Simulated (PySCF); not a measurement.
# CH7GaO (SMILES C[OH+][GaH3-]): levels of theory compared

We compute a comparison of 5 runs (B3LYP/6-31G*, PBE0/def2-SVP, TPSS/def2-SVP, PBE0/cc-pVTZ, MP2/3-21G) of CH7GaO. The job is set up through a Python script.

The calculation is run with PySCF 2.14.0.

### Step 1. The structure to begin with

CH7GaO: 10 atoms, total charge 0, spin state singlet. SMILES: `C[OH+][GaH3-]`. The shape is that of a PBE0-D4/def2-TZVP optimisation.

Bond lengths: C1–O2 1.428 Å, O2–Ga3 2.150 Å, C1–H4 1.091 Å, C1–H5 1.092 Å, C1–H6 1.088 Å, O2–H7 0.962 Å, Ga3–H8 1.583 Å, Ga3–H9 1.574 Å, Ga3–H10 1.577 Å. Some angles: C1–O2–Ga3 116.7°, C1–O2–H7 110.0°, Ga3–O2–H7 109.2°, O2–C1–H4 110.1°, O2–C1–H5 111.0°, O2–C1–H6 106.4°, O2–Ga3–H8 96.4°, O2–Ga3–H9 97.4°, O2–Ga3–H10 95.3°, H4–C1–H5 110.6°.

### Step 2. Energy and forces at B3LYP/6-31G(d) (Cartesian functions) (run 1)

File geometry.xyz:

```xyz
10

C     -1.055000     0.642900    -0.678000
O      0.339100     0.334800    -0.651200
Ga     1.067900    -0.694300     1.089600
H     -1.293600     1.225400    -1.569600
H     -1.658400    -0.266900    -0.641500
H     -1.254100     1.241400     0.208900
H      0.581100    -0.164200    -1.437200
H     -0.032900    -1.832300     1.095800
H      0.908000     0.494100     2.109800
H      2.481100    -1.032100     0.476500
```

File input.py:

```python
import pyscf.grad
from pyscf import gto, dft

mol = gto.M(
    atom='geometry.xyz',
    cart=True,
    basis='6-31g*',
    verbose=4,
    spin=0,
    charge=0,
    max_memory=1860,
)

mf = dft.RKS(mol, xc='b3lyp')
mf.conv_tol = 1e-10
mf.grids.level = 5
mf.kernel()
if not mf.converged:
    mf = mf.newton().run(mf.mo_coeff, mf.mo_occ)

e_final = mf.e_tot
print(f'total energy: {e_final:.8f} hartree')
grad = mf.Gradients().kernel()
mf.analyze()
```

Started as:

```console
$ OMP_NUM_THREADS=1 python input.py
```

The log of the run:

```text
PySCF version 2.14.0

[... 103 lines left out ...]
MO #2   energy= -45.9146135605555  occ= 2
[... 10 lines left out ...]
MO #13  energy= -0.800339182097606 occ= 2
[... 10 lines left out ...]
MO #24  energy= -0.338371554053617 occ= 2
[... 10 lines left out ...]
MO #35  energy= 0.155896477377588  occ= 0
[... 10 lines left out ...]
MO #46  energy= 0.618332373478201  occ= 0
[... 10 lines left out ...]
MO #57  energy= 1.13160845042589   occ= 0
[... 10 lines left out ...]
MO #68  energy= 2.33048010709087   occ= 0
[... 10 lines left out ...]
MO #79  energy= 73.8904753078849   occ= 0
[... 92 lines left out ...]
Dipole moment(X, Y, Z, Debye): -2.36430,  1.04120, -3.48806
```

Run time: 53 s. Hardware: 1 thread of Intel Xeon at 2.50GHz (Skylake/Cascade Lake), shared host; peak memory 0.78 GiB.

### Step 3. Energy and forces at PBE0/def2-SVP (run 2)

File start.xyz:

```xyz
10
CH7GaO
C     -1.055000     0.642900    -0.678000
O      0.339100     0.334800    -0.651200
Ga     1.067900    -0.694300     1.089600
H     -1.293600     1.225400    -1.569600
H     -1.658400    -0.266900    -0.641500
H     -1.254100     1.241400     0.208900
H      0.581100    -0.164200    -1.437200
H     -0.032900    -1.832300     1.095800
H      0.908000     0.494100     2.109800
H      2.481100    -1.032100     0.476500
```

File calc.py:

```python
# C[OH+][GaH3-]
import pyscf.grad
from pyscf import gto, dft

mol = gto.M(
    atom='start.xyz',
    spin=0,
    max_memory=1860,
    basis='def2-svp',
    verbose=4,
)

mf = dft.RKS(mol, xc='pbe0')
mf.conv_tol = 1e-10
mf.grids.level = 5
mf.kernel()
if not mf.converged:
    mf = mf.newton().run(mf.mo_coeff, mf.mo_occ)

e_final = mf.e_tot
print('Final energy', e_final)
grad = mf.Gradients().kernel()
mf.analyze()
```

Started as:

```console
$ OMP_NUM_THREADS=1 python calc.py
```

The log of the run:

```text
PySCF version 2.14.0

[... 103 lines left out ...]
MO #4   energy= -40.719098940156   occ= 2
[... 12 lines left out ...]
MO #17  energy= -0.810596424815784 occ= 2
[... 12 lines left out ...]
MO #30  energy= 0.100808661015885  occ= 0
[... 12 lines left out ...]
MO #43  energy= 0.46013762618954   occ= 0
[... 12 lines left out ...]
MO #56  energy= 0.977346026659017  occ= 0
[... 12 lines left out ...]
MO #69  energy= 1.73085082555405   occ= 0
[... 12 lines left out ...]
MO #82  energy= 2.24238091675334   occ= 0
[... 12 lines left out ...]
MO #95  energy= 3.72794866172993   occ= 0
[... 108 lines left out ...]
Dipole moment(X, Y, Z, Debye): -2.35718,  1.06838, -3.48413
```

Wall time 60 s (1 thread of Intel Xeon at 2.50GHz (Skylake/Cascade Lake), shared host); peak memory 0.94 GiB.

Runs 3 to 4 aren't shown in full; the table further down has their settings and results.

### Step 4. Energy and gradient at MP2/3-21G (run 5)

File job.py:

```python
import pyscf.grad
from pyscf import gto, mp

system = gto.M(
    atom=[
    ('C', (-1.055000, 0.642900, -0.678000)),
    ('O', (0.339100, 0.334800, -0.651200)),
    ('Ga', (1.067900, -0.694300, 1.089600)),
    ('H', (-1.293600, 1.225400, -1.569600)),
    ('H', (-1.658400, -0.266900, -0.641500)),
    ('H', (-1.254100, 1.241400, 0.208900)),
    ('H', (0.581100, -0.164200, -1.437200)),
    ('H', (-0.032900, -1.832300, 1.095800)),
    ('H', (0.908000, 0.494100, 2.109800)),
    ('H', (2.481100, -1.032100, 0.476500)),
],
    max_memory=1860,
    verbose=4,
    basis='3-21g',
)

mf = system.RHF()
mf.conv_tol = 1e-10
mf.kernel()
if not mf.converged:
    mf = mf.newton().run(mf.mo_coeff, mf.mo_occ)

pt = mp.MP2(mf, frozen=11).run()
e_tot = pt.e_tot
print('E = %.10f Eh' % e_tot)
grad = pt.Gradients().kernel()
dip = mf.dip_moment()
pop, q = mf.mulliken_pop()
```

Started as:

```console
$ OMP_NUM_THREADS=1 python job.py
```

The log of the run:

```text
PySCF version 2.14.0

[... 64 lines left out ...]
converged SCF energy = -2029.9687487371
[... 17 lines left out ...]
Dipole moment(X, Y, Z, Debye): -2.80546,  1.00489, -3.77303
[... 65 lines left out ...]
charge of    9H =     -0.26448
```

Run time: 6 s. Hardware: 1 thread of Intel Xeon at 2.50GHz (Skylake/Cascade Lake), shared host; peak memory 0.24 GiB.

### Step 5. The series

| run | level | Cartesian functions | integration grid | energy (Eh) | dipole moment (D) of the reference | HOMO energy (eV) | LUMO energy (eV) | wall time |
| --- | --- | --- | --- | --- | --- | --- | --- | --- |
| 1 | B3LYP/6-31G* (Cartesian functions) | yes | 5 | -2042.139388 | 4.34 | -7.36 | -0.33 | 53 s |
| 2 | PBE0/def2-SVP | no | 5 | -2041.641403 | 4.34 | -7.56 | 0.04 | 60 s |
| 3 | TPSS/def2-SVP | no | 5 | -2042.048305 | 4.37 | -6.52 | -0.61 | 80 s |
| 4 | PBE0/cc-pVTZ | no | 5 | -2042.056654 | 4.17 | -7.63 | -0.25 | 9 min |
| 5 | MP2/3-21G | no | – | -2030.227772 | 4.81 | -10.48 | 3.10 | 6 s |

### Step 6. Outcome

| quantity | value |
| --- | --- |
| run 5: total energy | -2030.22777 Eh |
| run 5: dipole moment (Hartree–Fock density) | 4.81 D |
| run 5: HOMO energy (Hartree–Fock orbitals) | -10.48 eV |
| run 5: LUMO energy (Hartree–Fock orbitals) | 3.10 eV |
| run 5: HOMO–LUMO gap (Hartree–Fock orbitals) | 13.57 eV |
| run 5: correlation energy (11 core orbitals frozen) | -259.0 mEh |
| run 5: largest force on an atom | 2.566 eV/Å |

In words: Over runs 1, 2, 3, 4 the dipole moment (its size) runs from 4.17 D (PBE0/cc-pVTZ) to 4.37 D (TPSS/def2-SVP). The two ends differ in method and basis. Over runs 1, 2, 3, 4 the HOMO–LUMO gap runs from 5.90 eV (TPSS/def2-SVP) to 7.60 eV (PBE0/def2-SVP). Totals of different functionals can't be ranked against each other. All runs together took 12 min, the longest 9 min.
